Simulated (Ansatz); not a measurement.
Geometry optimisation, DFT PBE, scalar-relativistic, plane waves, PAW (Ansatz 0.2.0).

input.yaml

```yaml
crystal:
  lattice:
    - [0.0, 3.57, 3.57]
    - [3.57, 0.0, 3.57]
    - [3.57, 3.57, 0.0]
  atoms:
    - { symbol: C, position: [0.0, 0.0, 0.0] }
    - { symbol: C, position: [0.125, 0.125, 0.125] }
    - { symbol: C, position: [0.0, 0.0, 0.5] }
    - { symbol: C, position: [0.125, 0.125, 0.625] }
    - { symbol: C, position: [0.0, 0.5, 0.0] }
    - { symbol: C, position: [0.125, 0.625, 0.125] }
    - { symbol: C, position: [0.0, 0.5, 0.5] }
    - { symbol: C, position: [0.125, 0.625, 0.625] }
    - { symbol: C, position: [0.5, 0.0, 0.0] }
    - { symbol: C, position: [0.625, 0.125, 0.125] }
    - { symbol: C, position: [0.5, 0.0, 0.5] }
    - { symbol: C, position: [0.625, 0.125, 0.625] }
    - { symbol: C, position: [0.5, 0.5, 0.0] }
    - { symbol: C, position: [0.625, 0.625, 0.125] }
    - { symbol: C, position: [0.5, 0.5, 0.5] }
    - { symbol: C, position: [0.625, 0.625, 0.625] }
    - { symbol: H, position: [0.2384625, 0.2409148, 0.76193716], spin: 1.0 }
magnetization:
  spin_polarized: true
basis:
  ecutwfc: 420.0
kpoints:
  mp_grid: { grid: [3, 3, 3] }
hamiltonian:
  xc: pbe
scf:
  occupations: { method: gaussian, width: 0.05 }
  lower_state_search: "off"
relax:
  f_tol: 0.03
  max_steps: 60
  adjacent_minimum: "off"
output:
  write_density: true
  write_potential: true
  elf: true
  volumetric_format: npy
```

Run as:

```bash
$ ansatz run input.yaml --threads 2 --pin off --max-ram 5120MiB --backend cpu --events-out ev --progress --plain --runs-dir out
```

**Question.** Where does it end, and by what steps?

**Answer.** It converged. The force dipped under the threshold on the way, but the program's further checks kept it going. Limits of this set-up: coarse k mesh, a small cell, in which the defect meets its images. After 4 steps the energy has fallen by 0.089 eV; H17 moved furthest, 0.07 Å.

| step | energy less start (eV) | largest force component (eV/Å) | accepted |
| --- | --- | --- | --- |
| 0 | 0.0000 | 1.416 | yes |
| 1 | -0.0705 | 0.508 | yes |
| 2 | -0.0856 | 0.135 | yes |
| 3 | -0.0888 | 0.003 | yes |
| 4 | -0.0888 | 0.003 | yes |

```xyz
17
Lattice="0.0000 3.5700 3.5700 3.5700 0.0000 3.5700 3.5700 3.5700 0.0000" Properties=species:S:1:pos:R:3
C 0.001 0.000 -0.026
C 0.893 0.892 0.889
C 1.786 1.785 -0.004
C 2.678 2.678 0.889
C 1.807 0.000 1.781
C 2.681 0.890 2.670
C 3.571 1.764 1.781
C 4.463 2.678 2.673
C 0.001 1.807 1.781
C 0.890 2.681 2.670
C 1.764 3.570 1.781
C 2.678 4.462 2.673
C 1.786 1.785 3.566
C 2.681 2.681 4.461
C 3.571 3.570 3.587
C 4.460 4.460 4.461
H 3.571 3.570 1.780
```

Whether the end is a true minimum wasn't checked by a vibrational analysis.

Run time: 82 s on 2 threads of AMD EPYC 7B13 (Zen 3) (shared host), peak memory 0.58 GiB.
